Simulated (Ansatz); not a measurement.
# Sn2P: the cost of one run

Method: DFT r2SCAN, scalar-relativistic, plane waves, PAW, in Ansatz 0.2.0.

### 1 The system as given

The structure is tetragonal, space group P4_2/mnm (No. 136). The conventional cell has a = 6.097 Å, b = 6.097 Å, c = 3.927 Å, α = 90.00°, β = 90.00°, γ = 90.00°. Around Sn (site symmetry m2m) lie 3 P at 2.58 to 2.64 Å. Around P (site symmetry mmm) lie 6 Sn at 2.58 to 2.64 Å.

As a file:

```xyz
6
Lattice="6.0972 0.0000 0.0000 0.0000 6.0972 0.0000 0.0000 0.0000 3.9272" Properties=species:S:1:pos:R:3 pbc="T T T"
Sn    1.8657    1.8657    0.0000
Sn    1.1829    4.9143    1.9636
Sn    4.2315    4.2315    0.0000
Sn    4.9143    1.1829    1.9636
P     0.0000    0.0000    0.0000
P     3.0486    3.0486    1.9636
```

(A quick probe on a coarse mesh, which set the mesh and smearing, is not shown.)

### 3 A loose first relaxation

The input, input.yaml:

```yaml
crystal:
  lattice:
    - [6.0972079063, 0.0, 0.0]
    - [0.0, 6.0972079063, 0.0]
    - [0.0, 0.0, 3.9272177176]
  atoms:
    - { symbol: Sn, position: [0.306, 0.306, 0.0] }
    - { symbol: Sn, position: [0.194, 0.806, 0.5] }
    - { symbol: Sn, position: [0.694, 0.694, 0.0] }
    - { symbol: Sn, position: [0.806, 0.194, 0.5] }
    - { symbol: P, position: [0.0, 0.0, 0.0] }
    - { symbol: P, position: [0.5, 0.5, 0.5] }
basis:
  ecutwfc: 500
kpoints:
  mp_grid: { grid: [4, 4, 4] }
hamiltonian:
  xc: r2scan
scf:
  occupations: { method: gaussian, width: 0.1 }
  lower_state_search: "off"
output:
  forces: true
  stress: true
  eigenvalues: true
relax:
  adjacent_minimum: "off"
  f_tol: 0.04
  max_steps: 70
  cell: { stress_tol: 0.4 }
```

The run is started by

```console
> ansatz run input.yaml --threads 1 --pin off --max-ram 2560MiB --backend cpu --events-out ev --progress --plain --runs-dir out
```

Q: Estimate wall time and peak memory on 1 thread of Intel Xeon 6975P-C (Granite Rapids), shared host.

About 65 s, with a peak of 0.81 GiB.
